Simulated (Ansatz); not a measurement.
# CH₅BNP, SMILES N#C[BH2-][PH3+]: a single point in a Gaussian basis

Computed with the Python package of Ansatz (0.2.0).

Notebook, run cell by cell (the value of a cell's last expression is shown):

In [1]:
```python
from pathlib import Path

import ansatz

BASIS = "def2-SVPD"
XC = "pbe0"
```

In [2]:
```python
GEOMETRY = """
N     2.58490   -0.97680   -0.24390
C     1.67500   -0.26940   -0.14060
B     0.46110    0.67450   -0.00280
P    -1.13080   -0.34820    0.06950
H     0.56690    1.31410    0.99630
H     0.41930    1.40710   -0.94090
H    -1.25800   -1.10360   -1.11160
H    -2.23510    0.51560    0.19510
H    -1.08340   -1.21350    1.17880
"""
```

In [3]:
```python
molecule = ansatz.Crystal.molecule()
for line in GEOMETRY.strip().splitlines():
    symbol, *xyz = line.split()
    molecule = molecule.atom(symbol, [float(v) for v in xyz])
```

In [4]:
```python
setup = (
    molecule.calculation()
    .basis(gaussian=BASIS)
    .functional(XC)
    .orbitals()
)
res = setup.run(threads=1, pin="off", runs_dir="out")
summary = res.report
```

In [5]:
```python
summary["published_state_doubts"]
```
Out [5]:
```text
[]
```

In [6]:
```python
print("reference energy %16.6f eV" % summary["reference_energy_ev"])
print("total energy     %16.6f eV" % summary["free_energy_ev"])
print("occupied (up, down):", summary["n_occupied"], " virtual:", summary["n_virtual"], " frozen:", summary["n_frozen"])
```
```text
reference energy    -12559.963928 eV
total energy        -12559.963928 eV
occupied (up, down): [19, 19]  virtual: [105, 105]  frozen: 0
```

In [7]:
```python
state = summary["mean_field"]["state"]
print(f"mean field: {state['energy']['hartree']:.7f} Ha, <S^2> = {abs(state['spin_squared']):.4f}, stability: {state.get('stability', {}).get('kind')}")
```
```text
mean field: -461.5701609 Ha, <S^2> = 0.0000, stability: minimum
```

In [8]:
```python
lines = Path(summary["orbitals_path"]).read_text().splitlines()
field_of = lambda key: [line.split("=")[1].strip() for line in lines if line.startswith(key)]
orbitals = [(27.211386 * float(e), s, float(n)) for e, s, n in zip(field_of("Ene="), field_of("Spin="), field_of("Occup="))]
homo = max(e for e, _, n in orbitals if n > 0.5)
lumo = min(e for e, _, n in orbitals if n < 0.5)
for e, spin, n in sorted(orbitals):
    if homo - 10 < e < lumo + 5:
        print(f"{spin:6s} {e:10.3f} eV  occupation {n:.0f}")
```
```text
Alpha     -16.006 eV  occupation 2
Alpha     -13.600 eV  occupation 2
Alpha     -13.531 eV  occupation 2
Alpha     -11.553 eV  occupation 2
Alpha     -10.422 eV  occupation 2
Alpha     -10.071 eV  occupation 2
Alpha      -9.274 eV  occupation 2
Alpha      -8.458 eV  occupation 2
Alpha      -8.183 eV  occupation 2
Alpha      -0.804 eV  occupation 0
Alpha      -0.324 eV  occupation 0
Alpha      -0.209 eV  occupation 0
Alpha       0.248 eV  occupation 0
Alpha       1.290 eV  occupation 0
Alpha       1.347 eV  occupation 0
Alpha       1.881 eV  occupation 0
Alpha       2.102 eV  occupation 0
Alpha       2.248 eV  occupation 0
Alpha       2.392 eV  occupation 0
Alpha       3.125 eV  occupation 0
Alpha       3.703 eV  occupation 0
Alpha       3.915 eV  occupation 0
```

The settings weren't tested for convergence. The geometry is a force-field or estimated start, not a minimum of this method, and the basis set is short of its limit. Alpha marks a spatial orbital of a restricted run, filled by both spins. Levels such as HOMO and LUMO are orbital energies: with these approximate functionals they aren't the ionisation energy and electron affinity, and their gap isn't the fundamental gap. Timing: 3.7 s on 1 thread of Arm Neoverse V2, on a shared host, peak memory 0.27 GiB.

(Lines on the test bed's own set-up are left out of the output.)
